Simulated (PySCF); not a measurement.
**InSi−: bond curves at several levels of theory**

One job finds the state of InSi−, follows it along the bond with each method and fits the curves.

Computed with PySCF 2.14.0. Level: In def2-SVPD with ECP28, Si def2-SVPD, scalar-relativistic core potentials.

3 further runs of the same task are left out: 3 set aside as unsound or not needed.

### Step 1. Set-up

A driver script around PySCF takes these settings:

```json
{"atoms": "In, Si", "charge": "-1", "basis": "In def2-SVPD with ECP28, Si def2-SVPD", "Hamiltonian": "scalar-relativistic core potentials", "basis functions": "56", "electrons treated": "36", "masses in u": "114.9039, 27.9769", "levels": "PBE0, PBE, r²SCAN, revPBE, B2PLYP, BLYP, HF, MP2, SCS-MP2, CCSD, CCSD(T)", "grid": "80 radial by 434 angular points", "occupations": "held fixed by the projection of orbital angular momentum", "dissociation limit": "In + Si−, each in its ground configuration", "starting distance in angstrom": "2.605", "values of 2S to try": "0, 2, 4"}
```

Run with:

```bash
$ OMP_NUM_THREADS=1 python dia.py task.json out
```

After this run come: The PBE0 curve of the state that the search chose; PBE; r²SCAN (meta-GGA); revPBE; B2PLYP; BLYP (GGA); UHF; MP2 and coupled cluster.

Before running it: what results should come out? Wanted: for each run, Re; ωe; De; μ.

The runs gave:

Lowest PBE0 solution found, without spin–orbit coupling: ³Σ⁻ (triplet), unpaired electrons π ↑↑.

```tsv
level	Re (Å)	ωe (cm⁻¹)	De (eV)	μ (D)
UHF	2.607	299.5	1.30	-4.20
UHF-MP2	2.603	299.9	2.17	n/a
UHF-SCS-MP2	2.611	294.2	2.07	n/a
UHF-CCSD	2.622	286.7	2.08	n/a
UHF-CCSD(T)	2.633	280.7	2.22	n/a
PBE	2.643	269.9	2.67	-3.69
revPBE	2.658	265.4	2.47	-3.79
BLYP	2.673	257.3	2.66	-3.69
r²SCAN	2.611	284.2	2.48	-3.68
PBE0	2.609	288.3	2.49	-3.84
B2PLYP	2.623	282.9	2.45	-4.02
```

De is counted to In + Si− in their ground configurations. A positive dipole points from In to Si; in an ion it is taken about the centre of mass and does not tell which atom is negative.

Differences from CCSD(T) in the same basis:

```tsv
level	Re (mÅ)	ωe (%)
UHF	-26	+6.7
UHF-MP2	-30	+6.9
UHF-SCS-MP2	-21	+4.8
UHF-CCSD	-10	+2.2
PBE	+10	-3.8
revPBE	+25	-5.4
BLYP	+40	-8.3
r²SCAN	-22	+1.3
PBE0	-24	+2.7
B2PLYP	-10	+0.8
```

In words: Judged by CCSD(T) in the same basis: best bond length UHF-CCSD and PBE and B2PLYP (10 mÅ off), worst BLYP (+40 mÅ); best wavenumber B2PLYP (+0.8 %), worst BLYP (-8.3 %). Hartree–Fock makes the bond too short and too stiff against this reference, as it mostly does. PBE gives a bond that is too long and too soft, as GGAs tend to. CCSD(T) in a basis this small is itself some way from its limit, more so than the functionals. Among the levels with a De in the table, it runs from 1.30 eV (UHF) to 2.67 eV (PBE).

Correlated steps freeze 9 core orbitals. These are scalar-relativistic numbers at best; spin–orbit coupling would shift them, the dissociation energy most. B2PLYP dipoles, levels and charges come from its SCF part alone. With some functionals the highest level of the anion is positive, from self-interaction error or because the anion is truly unbound there; the finite basis then holds the extra electron, and no neutral molecule was run to test the binding.
